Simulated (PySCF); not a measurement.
# C3H2BCl2 radical: open-shell or spin-flip excitations

What do calculations give for the open-shell or spin-flip excitations of C3H2BCl2 radical (`[CH2]C#CB(Cl)Cl`)?

Computed with PySCF 2.14.0 and routines of our own; the level stands in each step. Atoms count from 0.

## 1. The system as given

8 atoms, charge 0, multiplicity 2; geometry from: GFN2-xTB.

## 2. Open-shell or spin-flip excitations: unrestricted TDDFT M06-2X/def2-SVPD

What the job is given:

```
{"job": {"kind": "uabs", "xc": "M06-2X", "basis": "def2-SVPD", "nstates": 10, "tda": false}, "charge": 0, "multiplicity": 2}
C     -2.071685    -0.290457     0.032189
C     -0.747705    -0.104780     0.022886
C      0.477027     0.068623     0.012293
B      1.946963     0.274830     0.001478
Cl     2.947369    -0.447787     1.221721
Cl     2.692983     1.243350    -1.231115
H     -2.695928     0.152595    -0.724520
H     -2.539969    -0.886963     0.795984
```

With the program's defaults for keys left out, this is: unrestricted TDDFT M06-2X/def2-SVPD, vertical, gas phase, core orbitals frozen in the response.

On the command line:

```bash
$ OMP_NUM_THREADS=1 python excited_run.py task.json out
```

This one command runs all jobs of the session in turn.

Output:

```text
coarse grid: 38296 points
cycle   1  E = -1060.2611600830  dE =  1.002e+00  |g| = 2.272e-01  |ddm| = 6.908e+00
cycle   2  E = -1060.2760481639  dE = -1.489e-02  |g| = 2.074e-01  |ddm| = 9.047e-01
cycle   3  E = -1060.2992330754  dE = -2.318e-02  |g| = 2.744e-02  |ddm| = 4.518e-01
cycle   4  E = -1060.2998871783  dE = -6.541e-04  |g| = 1.984e-02  |ddm| = 1.408e-01
cycle   5  E = -1060.3001507525  dE = -2.636e-04  |g| = 9.707e-03  |ddm| = 5.459e-02
cycle   6  E = -1060.3002626739  dE = -1.119e-04  |g| = 4.290e-03  |ddm| = 3.476e-02
cycle   7  E = -1060.3003029466  dE = -4.027e-05  |g| = 1.631e-03  |ddm| = 2.970e-02
cycle   8  E = -1060.3003088809  dE = -5.934e-06  |g| = 7.811e-04  |ddm| = 9.477e-03
final grid: 79072 points
cycle   9  E = -1060.3002898118  dE = -5.958e-06  |g| = 1.630e-03  |ddm| = 5.725e-02
cycle  10  E = -1060.3002905324  dE = -7.207e-07  |g| = 1.448e-03  |ddm| = 6.415e-03
cycle  11  E = -1060.3002916846  dE = -1.152e-06  |g| = 2.744e-04  |ddm| = 2.979e-03
cycle  12  E = -1060.3002917826  dE = -9.804e-08  |g| = 2.196e-04  |ddm| = 9.769e-04
cycle  13  E = -1060.3002918651  dE = -8.254e-08  |g| = 1.043e-04  |ddm| = 9.738e-04
cycle  14  E = -1060.3002918941  dE = -2.901e-08  |g| = 3.401e-05  |ddm| = 8.149e-04
cycle  15  E = -1060.3002918984  dE = -4.250e-09  |g| = 1.539e-05  |ddm| = 3.423e-04
cycle  16  E = -1060.3002918988  dE = -4.052e-10  |g| = 6.069e-06  |ddm| = 7.203e-05
converged SCF energy = -1060.3002918988

Static polarisability (au): isotropic 85.504, principal 49.459 71.904 135.149

<S^2> of the reference = 0.7802 (exact 0.7500)

Excitations
state   eV       nm        f      <S^2>   main configurations
  1   2.1975    564.2   0.00000   0.808   Hb->Lb 0.94
  2   3.4444    360.0   0.00286   0.786   H-3b->Lb 0.70, Ha->La 0.22
  3   4.5533    272.3   0.35642   0.826   Ha->La 0.72, H-3b->Lb 0.18
  4   4.5772    270.9   0.00002   1.039   H-1b->Lb 0.86
  5   4.8022    258.2   0.00000   0.999   H-4b->Lb 0.91
  6   4.8113    257.7   0.00021   0.847   Ha->L+2a 0.89
  7   4.9984    248.0   0.02495   1.163   H-2b->Lb 0.89
  8   5.1576    240.4   0.00002   1.852   H-1a->La 0.94
  9   5.3760    230.6   0.00309   2.729   Hb->L+3b 0.41, H-1a->L+2a 0.36
 10   6.0351    205.4   0.00002   1.560   Hb->L+1b 0.86
```

It took 57 s on 1 thread of Intel Xeon 6975P-C, shared host; peak memory 0.61 GiB.

In short:

```
quantity  value
    ⟨S²⟩  0.780
```

Löwdin spin populations:

```
atom  value (e)
  C0       0.46
  C1       0.00
  C2       0.34
  B3       0.09
 Cl4       0.03
 Cl5       0.03
  H6       0.02
  H7       0.02
```

With diffuse functions Löwdin's scheme smears the spin, so small populations can have the wrong sign.

Orbitals, density, ELF and potential are computed afterwards from the orbital file.

ELF in a plane through or near 8 of the atoms.

Ten even steps from ' ' (0.00) to '@' (1.00):
```
                                                        
                                                        
          ..----==::                                    
      ..--==**####**--                                  
    ::--**##%%%%%%##==                  ::..            
    ==**%%##....%%%%--    ..::..      **@@@@**          
  ..++##@@++##**++##..  ..==++==::  --@@@@@@@@==        
  ..++##%%%%----%%++..--++####**++::++@@@@@@@@++        
    ::==++**##%%##--**##++##%%**++##++%%@@@@%%::        
          ..--==::++####::::##==::@@----****::          
          ..--==::++####::==%%====%%----****::          
    ::==++**##%%##--**##**##@@**++##++@@@@@@%%::        
    ++##%%%%::::%%++..--++####**++::++@@@@@@@@++        
  ..++##@@++**##++##..  ..==++==..  --@@@@@@@@==        
    ==**%%##::::%%%%--    ..::..      **@@@@**          
    ::--**##%%%%%%##==                  ::::            
      ..--==**####**--                                  
          ..----==::                                    
                                                        
                                                        
```
The map spans 10.9 Å across and 8.2 Å up, centred on the molecule. Atoms in the plane (x, y in Å): C0 (2.1, 0.0), C1 (0.8, 0.0), C2 (-0.5, 0.0), B3 (-2.0, 0.0), Cl4 (-2.8, 1.5), Cl5 (-2.8, -1.5), H6 (2.6, -0.9), H7 (2.6, 0.9).

On the surface of density 0.002 e/bohr³ the electrostatic potential runs, from the 1st to the 99th percentile, from -0.56 V near Cl5 to 1.44 V near H7.

The spin density lies nearest to C0, C2 about 33 % each; C1 13 % (beta excess); B3 7 %.

## 3. Open-shell or spin-flip excitations (C₃H₂BCl₂ (sextet)): unrestricted TDDFT wB97X/cc-pVDZ

Settings changed since step 2:

```diff
@@ -1,2 +1,2 @@
-{"job": {"kind": "uabs", "xc": "M06-2X", "basis": "def2-SVPD", "nstates": 10, "tda": false}, "charge": 0, "multiplicity": 2}
+{"job": {"kind": "uabs", "xc": "wB97X", "basis": "cc-pVDZ", "nstates": 2, "tda": false, "scf": {"max_cycle": 86}}, "charge": 0, "multiplicity": 6}
 C     -2.071685    -0.290457     0.032189
```

Method: unrestricted TDDFT wB97X/cc-pVDZ, vertical, gas phase, core orbitals frozen in the response.

Output:

```text
final grid: 79072 points
cycle   1  E = -1060.2342168754  dE =  1.531e+00  |g| = 3.066e-01  |ddm| = 4.417e+00
cycle   2  E = -1060.2711972964  dE = -3.698e-02  |g| = 2.635e-01  |ddm| = 1.481e+00
cycle   3  E = -1060.3176438446  dE = -4.645e-02  |g| = 5.129e-02  |ddm| = 6.154e-01
cycle   4  E = -1060.3212824054  dE = -3.639e-03  |g| = 2.365e-02  |ddm| = 2.186e-01
cycle   5  E = -1060.3223087419  dE = -1.026e-03  |g| = 1.008e-02  |ddm| = 9.088e-02
cycle   6  E = -1060.3228342158  dE = -5.255e-04  |g| = 5.745e-03  |ddm| = 8.174e-02
cycle   7  E = -1060.3229530650  dE = -1.188e-04  |g| = 2.655e-03  |ddm| = 3.871e-02
cycle   8  E = -1060.3229843066  dE = -3.124e-05  |g| = 1.172e-03  |ddm| = 2.230e-02
cycle   9  E = -1060.3229889867  dE = -4.680e-06  |g| = 2.642e-04  |ddm| = 9.983e-03
cycle  10  E = -1060.3229892226  dE = -2.359e-07  |g| = 8.620e-05  |ddm| = 2.448e-03
cycle  11  E = -1060.3229892366  dE = -1.396e-08  |g| = 2.989e-05  |ddm| = 4.950e-04
cycle  12  E = -1060.3229892386  dE = -2.017e-09  |g| = 9.102e-06  |ddm| = 1.854e-04
cycle  13  E = -1060.3229892388  dE = -2.137e-10  |g| = 4.404e-06  |ddm| = 4.746e-05
converged SCF energy = -1060.3229892388

Static polarisability (au): isotropic 73.290, principal 32.949 62.503 124.418

<S^2> of the reference = 8.7623 (exact 8.7500)

Excitations
state   eV       nm        f      <S^2>   main configurations
  1   1.5391    805.6   0.00004   8.776   H-2b->Lb 0.89
  2   1.5791    785.2   0.00000   8.780   Hb->Lb 0.95
```

Wall time 11 s (1 thread of Intel Xeon 6975P-C, shared host); peak memory 0.56 GiB.

The run ended normally, but its values are not to be used for the molecule: the multiplicity was set to 6.

## 4. Open-shell or spin-flip excitations: unrestricted TDA M06-2X/def2-SVPD

Settings changed since step 3:

```diff
@@ -1,2 +1,2 @@
-{"job": {"kind": "uabs", "xc": "wB97X", "basis": "cc-pVDZ", "nstates": 2, "tda": false, "scf": {"max_cycle": 86}}, "charge": 0, "multiplicity": 6}
+{"job": {"kind": "uabs", "xc": "M06-2X", "basis": "def2-SVPD", "nstates": 15, "tda": true}, "charge": 0, "multiplicity": 2}
 C     -2.071685    -0.290457     0.032189
```

Method: unrestricted TDA M06-2X/def2-SVPD, vertical, gas phase, core orbitals frozen in the response.

Output:

```text
coarse grid: 38296 points
cycle   1  E = -1060.2611600830  dE =  1.002e+00  |g| = 2.272e-01  |ddm| = 6.908e+00
cycle   2  E = -1060.2760481639  dE = -1.489e-02  |g| = 2.074e-01  |ddm| = 9.047e-01
cycle   3  E = -1060.2992330754  dE = -2.318e-02  |g| = 2.744e-02  |ddm| = 4.518e-01
cycle   4  E = -1060.2998871783  dE = -6.541e-04  |g| = 1.984e-02  |ddm| = 1.408e-01
cycle   5  E = -1060.3001507525  dE = -2.636e-04  |g| = 9.707e-03  |ddm| = 5.459e-02
cycle   6  E = -1060.3002626739  dE = -1.119e-04  |g| = 4.290e-03  |ddm| = 3.476e-02
cycle   7  E = -1060.3003029466  dE = -4.027e-05  |g| = 1.631e-03  |ddm| = 2.970e-02
cycle   8  E = -1060.3003088809  dE = -5.934e-06  |g| = 7.811e-04  |ddm| = 9.477e-03
final grid: 79072 points
cycle   9  E = -1060.3002898118  dE = -5.958e-06  |g| = 1.630e-03  |ddm| = 5.725e-02
cycle  10  E = -1060.3002905324  dE = -7.207e-07  |g| = 1.448e-03  |ddm| = 6.415e-03
cycle  11  E = -1060.3002916846  dE = -1.152e-06  |g| = 2.744e-04  |ddm| = 2.979e-03
cycle  12  E = -1060.3002917826  dE = -9.804e-08  |g| = 2.196e-04  |ddm| = 9.769e-04
cycle  13  E = -1060.3002918651  dE = -8.254e-08  |g| = 1.043e-04  |ddm| = 9.738e-04
cycle  14  E = -1060.3002918941  dE = -2.901e-08  |g| = 3.401e-05  |ddm| = 8.149e-04
cycle  15  E = -1060.3002918984  dE = -4.250e-09  |g| = 1.539e-05  |ddm| = 3.423e-04
cycle  16  E = -1060.3002918988  dE = -4.052e-10  |g| = 6.069e-06  |ddm| = 7.203e-05
converged SCF energy = -1060.3002918988

Static polarisability (au): isotropic 85.504, principal 49.459 71.904 135.149

<S^2> of the reference = 0.7802 (exact 0.7500)

Excitations
state   eV       nm        f      <S^2>   main configurations
  1   2.2736    545.3   0.00000   0.805   Hb->Lb 0.93
  2   3.6384    340.8   0.00060   0.783   H-3b->Lb 0.66, Ha->La 0.26
  3   4.5890    270.2   0.00000   1.035   H-1b->Lb 0.87
  4   4.6982    263.9   0.40605   0.822   Ha->La 0.67, H-3b->Lb 0.20
  5   4.8242    257.0   0.00001   0.999   H-4b->Lb 0.91
  6   4.8673    254.7   0.00047   0.829   Ha->L+2a 0.90
  7   5.0451    245.8   0.02945   1.165   H-2b->Lb 0.89
  8   5.1921    238.8   0.00003   1.875   H-1a->La 0.95
  9   5.5300    224.2   0.00248   2.740   Hb->L+3b 0.42, H-1a->L+2a 0.36
 10   6.0506    204.9   0.00002   1.554   Hb->L+1b 0.86
 11   6.0925    203.5   0.00125   0.804   Ha->L+1a 0.79, Ha->L+3a 0.16
 12   6.1836    200.5   0.02803   1.351   H-5b->Lb 0.77
 13   6.4406    192.5   0.00000   1.794   H-2a->La 0.95
 14   6.7800    182.9   0.00004   1.794   H-4a->La 0.96
 15   6.8976    179.7   0.00637   0.820   Ha->L+3a 0.75, Ha->L+1a 0.14
```

It took 50 s on 1 thread of Intel Xeon 6975P-C, shared host; peak memory 0.61 GiB.

In short:

```
quantity  value
    ⟨S²⟩  0.780
```

## 5. Open-shell or spin-flip excitations: unrestricted TDDFT wB97X-D/3-21G

Settings changed since step 4:

```diff
@@ -1,2 +1,2 @@
-{"job": {"kind": "uabs", "xc": "M06-2X", "basis": "def2-SVPD", "nstates": 15, "tda": true}, "charge": 0, "multiplicity": 2}
+{"job": {"kind": "uabs", "xc": "wB97X-D", "basis": "3-21G", "nstates": 6, "tda": false}, "charge": 0, "multiplicity": 2}
 C     -2.071685    -0.290457     0.032189
```

Level: unrestricted TDDFT wB97X-D/3-21G, vertical, gas phase, core orbitals frozen in the response.

Output:

```text
coarse grid: 8832 points
cycle   1  E = -1055.3560843619  dE =  4.214e-01  |g| = 2.658e-01  |ddm| = 2.454e+00
cycle   2  E = -1055.3915521687  dE = -3.547e-02  |g| = 1.943e-01  |ddm| = 7.587e-01
cycle   3  E = -1055.4129609040  dE = -2.141e-02  |g| = 2.064e-02  |ddm| = 2.803e-01
cycle   4  E = -1055.4137408870  dE = -7.800e-04  |g| = 1.168e-02  |ddm| = 5.574e-02
cycle   5  E = -1055.4139101398  dE = -1.693e-04  |g| = 8.032e-03  |ddm| = 2.078e-02
cycle   6  E = -1055.4140278081  dE = -1.177e-04  |g| = 3.676e-03  |ddm| = 1.985e-02
cycle   7  E = -1055.4140603669  dE = -3.256e-05  |g| = 1.744e-03  |ddm| = 1.145e-02
cycle   8  E = -1055.4140687597  dE = -8.393e-06  |g| = 8.018e-04  |ddm| = 5.734e-03
final grid: 79072 points
cycle   9  E = -1055.4873614243  dE = -5.822e-05  |g| = 4.563e-03  |ddm| = 1.995e-02
cycle  10  E = -1055.4873704370  dE = -9.013e-06  |g| = 3.083e-03  |ddm| = 1.076e-02
cycle  11  E = -1055.4873758763  dE = -5.439e-06  |g| = 5.547e-04  |ddm| = 4.520e-03
cycle  12  E = -1055.4873764393  dE = -5.630e-07  |g| = 3.946e-04  |ddm| = 1.491e-03
cycle  13  E = -1055.4873766068  dE = -1.675e-07  |g| = 1.604e-04  |ddm| = 6.904e-04
cycle  14  E = -1055.4873766501  dE = -4.333e-08  |g| = 8.943e-05  |ddm| = 3.500e-04
cycle  15  E = -1055.4873766714  dE = -2.126e-08  |g| = 3.443e-05  |ddm| = 3.003e-04
cycle  16  E = -1055.4873766763  dE = -4.880e-09  |g| = 2.000e-05  |ddm| = 1.438e-04
cycle  17  E = -1055.4873766777  dE = -1.404e-09  |g| = 5.799e-06  |ddm| = 9.486e-05
cycle  18  E = -1055.4873766778  dE = -1.262e-10  |g| = 2.128e-06  |ddm| = 2.679e-05
converged SCF energy = -1055.4873766778

Static polarisability (au): isotropic 61.073, principal 19.478 53.370 110.372

<S^2> of the reference = 0.7809 (exact 0.7500)

Excitations
state   eV       nm        f      <S^2>   main configurations
  1   2.4188    512.6   0.00000   0.819   Hb->Lb 0.93
  2   3.7940    326.8   0.00058   0.786   H-4b->Lb 0.67, Ha->La 0.26
  3   4.4680    277.5   0.00000   1.052   H-1b->Lb 0.87
  4   4.7681    260.0   0.00007   1.025   H-3b->Lb 0.93
  5   4.8645    254.9   0.34671   0.883   Ha->La 0.67, H-4b->Lb 0.19, H-1a->L+1a 0.10
  6   4.9356    251.2   0.03321   1.183   H-2b->Lb 0.91
```

It took 8 s on 1 thread of Intel Xeon 6975P-C, shared host; peak memory 0.48 GiB.

In short:

```csv
quantity,value
⟨S²⟩,0.781
```

## 6. Summary of results

```
                                                                                           quantity                               value
lowest and brightest state of nearly pure spin, of 10 (step 2, unrestricted TDDFT M06-2X/def2-SVPD)         2.20 eV; 4.55 eV, f = 0.356
                                                              surface potential, 1st and 99th percentile                  -0.56 V and 1.44 V
  lowest and brightest state of nearly pure spin, of 15 (step 4, unrestricted TDA M06-2X/def2-SVPD)         2.27 eV; 4.70 eV, f = 0.406
    lowest and brightest state of nearly pure spin, of 6 (step 5, unrestricted TDDFT wB97X-D/3-21G)         2.42 eV; 4.86 eV, f = 0.347
                                                                                               runs  0 failed, 1 ended on unsound input
```

In words: States whose ⟨S²⟩ lies well above the reference's are mixtures of spin states, an artefact of the unrestricted response, and are left out of the summary. The lowest state of nearly pure spin runs from 2.20 to 2.42 eV over the runs.
